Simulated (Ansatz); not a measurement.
I need a single point from a YAML input of Na₂HgRhF₆, space group Fm-3m. Use Ansatz's Python interface. Use: PBEsol, PAW, cutoff 400 eV, 5×5×5 k-points, Gaussian smearing of 0.15 eV.

The script reads `scf.yaml`:
```yaml
crystal:
  lattice:
    - [0.0, 4.425221, 4.425221]
    - [4.425221, 0.0, 4.425221]
    - [4.425221, 4.425221, 0.0]
  atoms:
    - { symbol: Na, position: [0.25, 0.25, 0.25] }
    - { symbol: Na, position: [0.75, 0.75, 0.75] }
    - { symbol: Hg, position: [0.5, 0.5, 0.5] }
    - { symbol: Rh, position: [0.0, 0.0, 0.0] }
    - { symbol: F, position: [0.230287, 0.230287, 0.769713] }
    - { symbol: F, position: [0.230287, 0.769713, 0.769713] }
    - { symbol: F, position: [0.769713, 0.769713, 0.230287] }
    - { symbol: F, position: [0.230287, 0.769713, 0.230287] }
    - { symbol: F, position: [0.769713, 0.230287, 0.769713] }
    - { symbol: F, position: [0.769713, 0.230287, 0.230287] }
kpoints:
  mp_grid: { grid: [5, 5, 5] }
hamiltonian:
  xc: pbesol
scf:
  occupations: { method: gaussian, width: 0.15 }
basis:
  ecutwfc: "29.4 Ry"
  xc_grid: 1
output:
  forces: true
```

`na2hgrhf6_yaml_run.py`:
```python
'''Na2HgRhF6 from YAML text.'''

import logging
import sys
import warnings

import ansatz
import pandas as pd
import yaml

logging.basicConfig(stream=sys.stdout, format='%(levelname)s:%(name)s:%(message)s')
log = logging.getLogger('run')
log.setLevel(logging.INFO)


def main() -> None:
    warnings.simplefilter('ignore', ansatz.DeckWarning)

    with open('scf.yaml') as handle:
        tree = yaml.safe_load(handle)
    print('sections:', list(tree))
    out = ansatz.Session.from_dict(tree).plan(threads=1).execute()
    data = out.report

    energy = data['free_energy_ev']
    log.info('Na2HgRhF6: {:.6f} eV = {:.6f} Ry = {:.6f} Ha'.format(energy, energy / 13.605693, energy / 27.211386))
    log.info('Fermi level {:.4f} eV, {} k-points, {} symmetry operations'.format(data['fermi_energy_ev'], data['n_kpoints'], data['n_symmetry_ops']))

    # forces, one row an atom
    table = pd.DataFrame(data['forces_ev_ang'], columns=['fx', 'fy', 'fz'])
    table.insert(0, 'atom', [site['symbol'] for site in data['lattice']['sites']])
    print(table.round(4).to_string())


if __name__ == '__main__':
    main()
```

```console
$ python na2hgrhf6_yaml_run.py
sections: ['crystal', 'kpoints', 'hamiltonian', 'scf', 'basis', 'output']
INFO:run:Na2HgRhF6: -27761.352762 eV = -2040.421812 Ry = -1020.210906 Ha
INFO:run:Fermi level 4.7716 eV, 10 k-points, 48 symmetry operations
  atom      fx      fy      fz
0   Na -0.0000 -0.0000  0.0000
1   Na  0.0000  0.0000  0.0000
2   Hg  0.0000 -0.0000 -0.0000
3   Rh -0.0000 -0.0000  0.0000
4    F  0.0000 -0.0000 -0.3774
5    F  0.3774 -0.0000 -0.0000
6    F -0.0000 -0.0000  0.3774
7    F -0.0000 -0.3774  0.0000
8    F  0.0000  0.3774  0.0000
9    F -0.3774  0.0000  0.0000
```

Reading the output:
- These settings explore the input space; cutoff and mesh may be short of convergence.
- The cutoff lies under the one recommended for these potentials.
- The cell holds an odd number of electrons and is run without spin, so a magnetic state may lie lower.
- For a metal this k-point mesh is coarse: on a finer one energies can move by several to tens of meV an atom and pressures by half a GPa or more, differences at one mesh by less.
- Only differences from the Fermi energy are physical; the zero of the scale is a convention.
- Spin-orbit coupling, which matters for elements this heavy, is left out.
- The structure comes from a database of computed cells and needn't be a stable or known phase.
- The script silences the warnings on its input, which a real study should read.
- Run time: 2.3 s on 1 thread of AMD EPYC 9R45 96-Core Processor (Zen 5), on a shared host, peak memory 0.57 GiB.

(Lines on the test bed's own set-up are left out of the output.)
